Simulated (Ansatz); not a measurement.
# In3Se in Ansatz: the effect of functional

In3Se:

```
In Se
1.0
     4.80376    0.00000    0.00000
     0.00000    4.80376    0.00000
     0.00000    0.00000    4.80376
In Se
3 1
Cartesian
  2.4019 2.4019 0.0000
  2.4019 0.0000 2.4019
  0.0000 2.4019 2.4019
  0.0000 0.0000 0.0000
```

The cell comes from a database or a generator and needn't be the stable form of this composition.

Alike in all runs:

- Program: Ansatz 0.2.0
- Task: projected density of states
- Potentials or basis: Ansatz PAW
- k mesh: 3 × 3 × 3
- Occupations: fermi-dirac, width 0.05 eV
- Spin: no spin polarisation

```tsv
functional	cutoff	pressure (GPa)
LDA	420 eV (not typed: the program's choice for these potentials)	-3.9
PBE	420 eV (not typed: the program's choice for these potentials)	?
PBEsol	420 eV (not typed: the program's choice for these potentials)	-2.6
RPBE	420 eV (not typed: the program's choice for these potentials)	1.6
revPBE	420 eV (not typed: the program's choice for these potentials)	1.2
BLYP	420 eV (not typed: the program's choice for these potentials)	3.9
r2SCAN	500 eV (not typed: the program's choice for these potentials)	-0.9
HSE06	420 eV (not typed: the program's choice for these potentials)	-0.8
PBE0	420 eV (not typed: the program's choice for these potentials)	-0.8
r2SCAN0	500 eV (not typed: the program's choice for these potentials)	-1.1
```

Problem. What does the run with functional PBE give?

Solution. Pressure 0.1 GPa.

Caveats: all runs use coarse meshes; the density of states is complete only up to the lowest level of the last band computed; the PAW data sets come from PBE, with cores solved anew for the run's functional, which leaves a small shift of forces and pressure (some runs); the thresholds are loose for stress (some runs).
